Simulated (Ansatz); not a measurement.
Crystal: Cu2IBr.

```
I Br Cu
1.0
     1.96853    1.13653    6.38762
    -1.96853    1.13653    6.38762
     0.00000   -2.27306    6.38762
I Br Cu
1 1 2
Cartesian
  0.0000 0.0000 0.0000
  0.0000 0.0000 9.5814
  0.0000 0.0000 4.7721
  0.0000 0.0000 14.3907
```

The cell comes from a database or a generator and needn't be the stable form of this composition.

Base run:

- Program: Ansatz 0.2.0
- Functional: LDA
- Potentials or basis: Ansatz PAW
- Cutoff: 420 eV (not typed: the program's choice for these potentials)
- k mesh: 8 × 8 × 8
- Occupations: fermi-dirac, width 0.05 eV
- Spin: no spin polarisation
- Hubbard terms: Cu d U = 6 eV

Its results: band gap on the k mesh 0.59 eV, indirect (least direct gap 0.75 eV); pressure -4.2 GPa; largest force 0.050 eV/Å.

Task: The run is repeated on the same cell with these changes: hubbard terms from Cu d U = 6 eV to Cu d U = 3 eV. What comes out?

Result: Band gap on the k mesh 0.20 eV, indirect (least direct gap 0.32 eV); pressure -4.8 GPa; largest force 0.025 eV/Å.

Caveats: spin-orbit coupling is left out, which moves the levels of the heavy elements; the PAW data sets come from PBE, with cores solved anew for the run's functional, which leaves a small shift of forces and pressure.
